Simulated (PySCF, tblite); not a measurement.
# C6H12O2: a rotation path, then NMR shifts on frames

Aim: move C6H12O2 (`C=C(COC)OCC`) away from its starting geometry and see how NMR shifts follow the geometry.

Computed with tblite 0.8.0 and PySCF 2.14.0, with density-fitted response routines of our own, on a single molecule in the gas phase. Atoms are numbered from 0 throughout.

### 1 The molecule as given

20 atoms, charge 0, multiplicity 1; geometry from: GFN2-xTB.

Bonds of the start (Å): C0–C1 1.33, C1–C2 1.52, C2–O3 1.41, O3–C4 1.40, C1–O5 1.36, O5–C6 1.41, C6–C7 1.52, C0–H8 1.07, C0–H9 1.07, C2–H10 1.10, C2–H11 1.09, C4–H12 1.09, C4–H13 1.10, C4–H14 1.10, C6–H15 1.10, C6–H16 1.10, C7–H17 1.09, C7–H18 1.09, C7–H19 1.09.

### 2 The rotation path with GFN2-xTB

What the job is given:

```
{"job": {"kind": "neb", "xc": "GFN2-xTB", "basis": "xTB", "atoms": [2, 1, 5, 6], "turn": 180}, "charge": 0, "multiplicity": 1}
C     -0.031624    -1.790318     0.321943
C     -0.135517    -0.773845    -0.527476
C     -1.339830    -0.575951    -1.425130
O     -2.122836     0.539462    -1.064801
C     -2.723204     0.426024     0.200016
O      0.758967     0.228814    -0.705704
C      1.893286     0.277133     0.135223
C      2.665159     1.543009    -0.199988
H     -0.811809    -2.525452     0.382354
H      0.815931    -1.940988     0.964804
H     -1.949365    -1.491123    -1.420928
H     -1.000153    -0.364119    -2.441652
H     -3.305279     1.333833     0.346134
H     -3.387210    -0.446812     0.246261
H     -1.976571     0.339047     0.997616
H      2.518092    -0.611829    -0.030716
H      1.577521     0.287305     1.188151
H      3.558607     1.608937     0.414026
H      2.949704     1.533858    -1.248227
H      2.040983     2.413694    -0.018963
```

With the program's defaults for keys left out, this is: GFN2-xTB climbing-image nudged elastic band, gas phase.

Launch:

```
> OMP_NUM_THREADS=1 python probes_run.py task.json out
```

The driver reads the jobs from task.json and runs them one after another.

What it wrote:

```text
image   E - E0 / eV
  0      -0.0000
  1       0.0435
  2       0.1541
  3       0.2479
  4       0.2569
  5       0.2136
  6       0.1356
  7       0.0713
  8       0.0513
```

Wall time 9.2 s (1 thread, shared host).

The final band, with the dihedral C2–C1–O5–C6:

| image | dihedral (°) | energy (eV) | energy (kcal/mol) |
| --- | --- | --- | --- |
| 0 | 174 | 0.000 | 0.0 |
| 1 | 194 | 0.044 | 1.0 |
| 2 | 217 | 0.154 | 3.6 |
| 3 | 245 | 0.248 | 5.7 |
| 4 | 272 | 0.257 | 5.9 |
| 5 | 297 | 0.214 | 4.9 |
| 6 | 320 | 0.136 | 3.1 |
| 7 | 341 | 0.071 | 1.6 |
| 8 | 361 | 0.051 | 1.2 |

### 3 Shielding tensors: image 0, PBE0/pcSseg-1

What the job is given:

```
{"job": {"kind": "nmr", "xc": "PBE0", "basis": "pcSseg-1", "pop": false}, "charge": 0, "multiplicity": 1}
C     -0.031600    -1.790300     0.321900
C     -0.135500    -0.773800    -0.527500
C     -1.339800    -0.576000    -1.425100
O     -2.122800     0.539500    -1.064800
C     -2.723200     0.426000     0.200000
O      0.759000     0.228800    -0.705700
C      1.893300     0.277100     0.135200
C      2.665200     1.543000    -0.200000
H     -0.811800    -2.525500     0.382400
H      0.815900    -1.941000     0.964800
H     -1.949400    -1.491100    -1.420900
H     -1.000200    -0.364100    -2.441700
H     -3.305300     1.333800     0.346100
H     -3.387200    -0.446800     0.246300
H     -1.976600     0.339000     0.997600
H      2.518100    -0.611800    -0.030700
H      1.577500     0.287300     1.188200
H      3.558600     1.608900     0.414000
H      2.949700     1.533900    -1.248200
H      2.041000     2.413700    -0.019000
```

Method: GIAO PBE0/pcSseg-1 NMR shielding, non-relativistic, gas phase.

What it wrote:

```text
coarse grid: 16128 points
cycle   1  E = -385.5952746438  dE =  9.667e-01  |g| = 7.261e-01  |ddm| = 3.773e+00
cycle   2  E = -385.5031811677  dE =  9.209e-02  |g| = 1.029e+00  |ddm| = 1.441e+00
cycle   3  E = -385.6951219576  dE = -1.919e-01  |g| = 1.286e-01  |ddm| = 9.344e-01
cycle   4  E = -385.6979775649  dE = -2.856e-03  |g| = 5.017e-02  |ddm| = 1.184e-01
cycle   5  E = -385.6984974024  dE = -5.198e-04  |g| = 1.955e-02  |ddm| = 5.112e-02
cycle   6  E = -385.6985849656  dE = -8.756e-05  |g| = 4.437e-03  |ddm| = 1.997e-02
cycle   7  E = -385.6985890068  dE = -4.041e-06  |g| = 8.021e-04  |ddm| = 3.684e-03
final grid: 154128 points
cycle   8  E = -385.7691042504  dE = -4.693e-05  |g| = 1.499e-02  |ddm| = 3.931e-02
cycle   9  E = -385.7690551720  dE =  4.908e-05  |g| = 2.243e-02  |ddm| = 2.237e-02
cycle  10  E = -385.7691456362  dE = -9.046e-05  |g| = 2.497e-03  |ddm| = 1.523e-02
cycle  11  E = -385.7691470973  dE = -1.461e-06  |g| = 3.917e-04  |ddm| = 2.595e-03
cycle  12  E = -385.7691471226  dE = -2.530e-08  |g| = 2.065e-04  |ddm| = 4.404e-04
cycle  13  E = -385.7691471317  dE = -9.104e-09  |g| = 3.156e-05  |ddm| = 1.651e-04
cycle  14  E = -385.7691471319  dE = -1.968e-10  |g| = 1.013e-05  |ddm| = 3.584e-05
converged SCF energy = -385.7691471319

GIAO shielding tensors (ppm)
atom      isotropic    diamagn.    paramagn.     s11        s22        s33       span
  0 C       97.615     259.092    -161.477     10.209    114.740    167.896    157.686
  1 C       19.993     256.013    -236.021    -85.804     41.657    104.125    189.928
  2 C      107.472     243.285    -135.813     85.233    100.071    137.112     51.879
  3 O      312.868     394.296     -81.428    271.596    317.767    349.241     77.644
  4 C      129.420     246.621    -117.201     97.262    111.537    179.461     82.200
  5 O      184.391     403.522    -219.131     73.866    222.815    256.493    182.627
  6 C      121.223     247.881    -126.658     97.889    103.800    161.980     64.092
  7 C      169.675     246.299     -76.624    154.714    168.679    185.630     30.916
  8 H       27.530      32.760      -5.230     25.510     26.432     30.648      5.138
  9 H       27.650      33.674      -6.024     24.831     25.676     32.443      7.612
 10 H       28.106      30.786      -2.681     23.518     28.807     31.992      8.474
 11 H       27.100      29.296      -2.196     23.571     26.658     31.069      7.498
 12 H       28.025      29.075      -1.050     24.242     25.689     34.145      9.902
 13 H       28.920      29.357      -0.437     25.508     26.328     34.923      9.415
 14 H       28.094      32.015      -3.921     23.955     28.201     32.127      8.172
 15 H       27.944      31.527      -3.583     23.494     28.113     32.225      8.731
 16 H       28.031      33.539      -5.508     23.841     28.602     31.651      7.810
 17 H       30.624      27.341       3.282     26.431     27.884     37.556     11.125
 18 H       30.135      28.966       1.169     26.259     28.233     35.915      9.656
 19 H       30.098      30.261      -0.163     26.028     28.661     35.604      9.575
```

It took 97 s on 1 thread, shared host.

The references, computed at this level on geometries of the same kind, shield at (ppm): 1H TMS 31.72, 13C TMS 186.9, 17O H2O 336.1. Their shielding less the atom's gives the shift. The references are single molecules in the gas phase, so shifts against H2O, NH3, PH3, H3PO4 or CFCl3 are not on the usual liquid scales and can be off by tens of ppm. Each atom is listed at this fixed geometry, with no averaging over motion; a spectrum would average atoms that exchange fast.

| atoms | environment | σ (ppm) | δ (ppm) |
| --- | --- | --- | --- |
| C1 | alkene carbon bearing oxygen | 20.0 | 166.9 |
| C0 | β carbon of an enol-ether or enamine type C=C | 97.6 | 89.3 |
| C2 | allylic sp3 CH2 bonded to O | 107.5 | 79.5 |
| C6 | sp3 CH2 bonded to O | 121.2 | 65.7 |
| C4 | methyl carbon bonded to O | 129.4 | 57.5 |
| C7 | methyl carbon | 169.7 | 17.3 |
| H11 | hydrogen on an allylic sp3 CH2 bonded to O | 27.10 | 4.62 |
| H8 | hydrogen on a β carbon of an enol-ether or enamine type C=C | 27.53 | 4.19 |
| H9 | hydrogen on a β carbon of an enol-ether or enamine type C=C | 27.65 | 4.07 |
| H15 | hydrogen on an sp3 CH2 bonded to O | 27.94 | 3.77 |
| H12 | hydrogen on a methyl carbon bonded to O | 28.03 | 3.69 |
| H16 | hydrogen on an sp3 CH2 bonded to O | 28.03 | 3.69 |
| H14 | hydrogen on a methyl carbon bonded to O | 28.09 | 3.62 |
| H10 | hydrogen on an allylic sp3 CH2 bonded to O | 28.11 | 3.61 |
| H13 | hydrogen on a methyl carbon bonded to O | 28.92 | 2.80 |
| H19 | hydrogen on a methyl carbon | 30.10 | 1.62 |
| H18 | hydrogen on a methyl carbon | 30.14 | 1.58 |
| H17 | hydrogen on a methyl carbon | 30.62 | 1.09 |
| O5 | ether oxygen | 184.4 | 151.7 |
| O3 | ether oxygen | 312.9 | 23.2 |

Orbitals, density, ELF and potential are computed afterwards from the orbital file.

Frontier orbitals at PBE0/pcSseg-1, with the share of their density that lies nearest to each atom:

| orbital | energy (eV) | lies on |
| --- | --- | --- |
| HOMO | -6.78 | C0 36 %; O5 25 %; C1 18 % |
| LUMO | 0.67 | C1 32 %; C0 24 %; H8, H9 about 8 % each |

ELF in a plane through or near 7 of the atoms.

Ten even steps from '0' (0.00) to '9' (1.00):
```
0000000000000000000000000000
0000000000000000000000000000
0000000000000000000000000000
0000000000000000000330000000
0000001697100000001886000000
0000005999800000003997000000
0000014999600000014884000000
0003887796002100134265200000
0007999345114300034399830000
0007999686444321012799950000
0003896252152256100399920000
0000000167530388400012100000
0000000599710477420000000000
0000000699307815998000000000
0000000264019966999200000000
0000000000018855999200000000
0000000000003311686000000000
0000000000000000000000000000
0000000000000000000000000000
0000000000000000000000000000
```
The map spans 13.0 Å across and 9.8 Å up, centred on the molecule. Atoms in the plane (x, y in Å): C0 (0.5, -1.8), C4 (2.5, 1.1), C6 (-1.9, -0.3), H8 (1.4, -2.3), H13 (3.4, 0.4), H17 (-3.9, 0.5), H19 (-2.6, 1.8).

On the surface of density 0.002 e/bohr³ the electrostatic potential runs, from the 1st to the 99th percentile, from -1.68 V near O3 to 0.79 V near H9.

### 4 NMR shieldings: image 2, PBE0/pcSseg-1

What the job is given:

```
{"job": {"kind": "nmr", "xc": "PBE0", "basis": "pcSseg-1", "pop": false}, "charge": 0, "multiplicity": 1}
C     -0.115600    -1.641000     0.638700
C     -0.173600    -0.663400    -0.257500
C     -1.257600    -0.591000    -1.317300
O     -2.152500     0.483000    -1.158500
C     -2.940000     0.389300     0.000300
O      0.681400     0.391900    -0.367700
C      2.058800     0.188400    -0.115700
C      2.742900     1.545200    -0.133800
H     -0.857300    -2.417800     0.646500
H      0.646400    -1.704900     1.395000
H     -1.803000    -1.546400    -1.342600
H     -0.778300    -0.416900    -2.285000
H     -3.603100     1.251700    -0.009500
H     -3.536100    -0.532600    -0.002300
H     -2.326500     0.408400     0.907700
H      2.462000    -0.454400    -0.912400
H      2.228300    -0.308200     0.845700
H      3.818700     1.417100    -0.054400
H      2.509000     2.061300    -1.060600
H      2.391000     2.151100     0.696300
```

Level: GIAO PBE0/pcSseg-1 NMR shielding, non-relativistic, gas phase.

What it wrote:

```text
coarse grid: 16128 points
cycle   1  E = -385.5870811295  dE =  9.593e-01  |g| = 7.359e-01  |ddm| = 3.768e+00
cycle   2  E = -385.4898986178  dE =  9.718e-02  |g| = 1.050e+00  |ddm| = 1.444e+00
cycle   3  E = -385.6894458930  dE = -1.995e-01  |g| = 1.246e-01  |ddm| = 9.394e-01
cycle   4  E = -385.6921256714  dE = -2.680e-03  |g| = 4.827e-02  |ddm| = 1.147e-01
cycle   5  E = -385.6926081798  dE = -4.825e-04  |g| = 1.892e-02  |ddm| = 4.907e-02
cycle   6  E = -385.6926918871  dE = -8.371e-05  |g| = 4.535e-03  |ddm| = 1.941e-02
cycle   7  E = -385.6926963133  dE = -4.426e-06  |g| = 7.398e-04  |ddm| = 3.932e-03
final grid: 154128 points
cycle   8  E = -385.7625222151  dE = -3.725e-05  |g| = 1.473e-02  |ddm| = 3.138e-02
cycle   9  E = -385.7624770566  dE =  4.516e-05  |g| = 2.182e-02  |ddm| = 2.162e-02
cycle  10  E = -385.7625619416  dE = -8.489e-05  |g| = 2.227e-03  |ddm| = 1.443e-02
cycle  11  E = -385.7625631039  dE = -1.162e-06  |g| = 3.498e-04  |ddm| = 2.330e-03
cycle  12  E = -385.7625631246  dE = -2.066e-08  |g| = 1.886e-04  |ddm| = 3.969e-04
cycle  13  E = -385.7625631325  dE = -7.948e-09  |g| = 2.885e-05  |ddm| = 1.509e-04
cycle  14  E = -385.7625631327  dE = -1.679e-10  |g| = 9.163e-06  |ddm| = 3.178e-05
converged SCF energy = -385.7625631327

GIAO shielding tensors (ppm)
atom      isotropic    diamagn.    paramagn.     s11        s22        s33       span
  0 C       89.432     258.437    -169.006    -15.269    113.363    170.200    185.469
  1 C       18.268     254.910    -236.642    -89.853     42.270    102.386    192.239
  2 C      105.834     243.569    -137.735     85.125     99.445    132.932     47.807
  3 O      315.115     394.019     -78.904    278.581    317.740    349.023     70.441
  4 C      129.265     246.040    -116.776     96.314    111.429    180.051     83.737
  5 O      208.940     403.802    -194.862    101.534    253.293    271.993    170.458
  6 C      119.416     245.302    -125.886     86.324    107.267    164.658     78.334
  7 C      169.068     247.091     -78.023    153.830    167.728    185.646     31.816
  8 H       27.020      32.632      -5.611     24.694     25.983     30.384      5.689
  9 H       27.134      33.433      -6.300     24.248     25.222     31.932      7.684
 10 H       28.143      31.187      -3.044     23.631     29.070     31.728      8.097
 11 H       27.219      29.932      -2.714     23.521     27.224     30.910      7.389
 12 H       27.994      28.618      -0.624     24.125     25.722     34.134     10.009
 13 H       28.898      28.997      -0.099     25.573     26.299     34.823      9.250
 14 H       28.001      31.341      -3.340     24.055     27.582     32.365      8.310
 15 H       28.047      30.865      -2.817     23.652     27.512     32.978      9.326
 16 H       27.566      32.331      -4.765     22.245     29.375     31.077      8.832
 17 H       30.672      27.029       3.643     26.737     27.736     37.542     10.805
 18 H       30.119      29.766       0.353     26.108     28.695     35.554      9.446
 19 H       30.172      30.259      -0.087     26.469     28.406     35.642      9.172
```

Wall time 66 s (1 thread, shared host).

This run: δ C1 168.7, C0 97.5, C2 81.1, C6 67.5, H8 4.70, H9 4.58 ppm.

[end of part 1 of 2]
